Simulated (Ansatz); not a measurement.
# Tm2GeF2: the cost of one run

Method: DFT PBE, scalar-relativistic, plane waves, PAW; 4f electrons in the core of a trivalent norm-conserving potential, unless a step names another level, in Ansatz 0.2.0.

4 further runs of the same task are left out: 3 that didn't finish, 1 set aside as unsound or not needed. Runs told in other sessions of the task aren't counted.

## 1. The system as given

It takes space group P-3m1 (No. 164, trigonal). The conventional cell has a = 4.083 Å, b = 4.083 Å, c = 6.391 Å, α = 90.00°, β = 90.00°, γ = 120.00°. Tm (site symmetry 3m) has 4 F at 2.24 to 2.57 Å in its first shell of neighbours. Ge (site symmetry -3m) is surrounded by 6 Tm at 2.82 Å. F (site symmetry 3m) is surrounded by 4 Tm at 2.24 to 2.57 Å.

Coordinates:

```cif
data_structure
_symmetry_space_group_name_H-M 'P 1'
_symmetry_Int_Tables_number 1
_cell_length_a 4.0834
_cell_length_b 4.0834
_cell_length_c 6.3906
_cell_angle_alpha 90.000
_cell_angle_beta 90.000
_cell_angle_gamma 120.000
_cell_volume 92.28
loop_
_atom_site_label
_atom_site_type_symbol
_atom_site_fract_x
_atom_site_fract_y
_atom_site_fract_z
_atom_site_occupancy
Tm1 Tm 0.66667 0.33333 0.24350 1
Tm2 Tm 0.33333 0.66667 0.75650 1
Ge1 Ge 0.00000 0.00000 0.00000 1
F1 F 0.33333 0.66667 0.40550 1
F2 F 0.66667 0.33333 0.59450 1
```

It came out lowest among 23 distinct ends of the trial cells. At a tolerance of 0.02 Å it has space group P-3m1 (No. 164).

## 2. Relaxing to 0.001 eV/Å, on the response runs' mesh and smearing

File input.yaml:

```yaml
crystal:
  lattice:
    - [4.083367904, 0.0, 0.0]
    - [-2.041683952, 3.5363003379, 0.0]
    - [0.0, 0.0, 6.3906017556]
  atoms:
    - { symbol: Tm, position: [0.6666666667, 0.3333333333, 0.2435047889] }
    - { symbol: Tm, position: [0.3333333333, 0.6666666667, 0.7564952111] }
    - { symbol: Ge, position: [0.0, 0.0, 0.0] }
    - { symbol: F, position: [0.3333333333, 0.6666666667, 0.405501143] }
    - { symbol: F, position: [0.6666666667, 0.3333333333, 0.594498857] }
basis:
  ecutwfc: 690
kpoints:
  mp_grid: { grid: [12, 12, 6] }
hamiltonian:
  xc: pbe
  pseudopotentials:
    kind: paw
    azcp: { Tm: "pseudopotentials/pbe/nc/lanthanide_3plus/Tm.nc.azcp" }
scf:
  occupations: { method: fixed }
output:
  forces: true
  stress: true
  eigenvalues: true
relax:
  adjacent_minimum: "off"
  f_tol: 0.001
  max_steps: 60
  cell: { stress_tol: 0.01 }
```

Command:

```bash
> ansatz run input.yaml --threads 3 --pin off --max-ram 8448MiB --backend cpu --events-out ev --progress --plain --runs-dir out
```

**Question.** How long does this run take on 3 threads of AMD EPYC 9R45 (Zen 5), shared host, and how much memory does it need?

About 24 s, with a peak of 0.82 GiB.
